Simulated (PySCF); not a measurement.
# C2H4BN: the cost of one run

Computed with PySCF 2.14.0, with density-fitted response routines of our own, on a single molecule in the gas phase. Atoms count from 0, in the outputs and in this text.

## (1) Starting geometry

8 atoms, charge 0, multiplicity 1; geometry from: PBE0-D3(BJ)/def2-SVP.

Bonds of the start (Å): C0–C1 1.22, C1–B2 1.54, B2–N3 1.39, C0–H4 1.08, B2–H5 1.21, N3–H6 1.01, N3–H7 1.01.

## (2) X-ray photoelectron lines: SCAN, X2C

What the job is given:

```
{"job": {"kind": "xps"}, "charge": 0, "multiplicity": 1}
C      2.119662    -0.339060     0.518956
C      0.999652     0.067213     0.266413
B     -0.402835     0.606763    -0.047134
N     -1.442741    -0.259134    -0.368338
H      3.111056    -0.690986     0.743230
H     -0.621049     1.796028    -0.018067
H     -1.332119    -1.264232    -0.411783
H     -2.376621     0.064859    -0.579814
```

Method: delta-SCF UKS SCAN, pcX-2 on the ionised atom, pcseg-1 elsewhere, spin-free X2C.

Command:

```bash
$ OMP_NUM_THREADS=1 python probes_run.py task.json out
```

This one command runs all jobs of the session in turn.

Q: Estimate the wall time and peak memory of this first job on 1 thread of Intel Xeon Platinum 8259CL at 2.50GHz, shared host.

About 25 s, with a peak of 0.36 GiB.
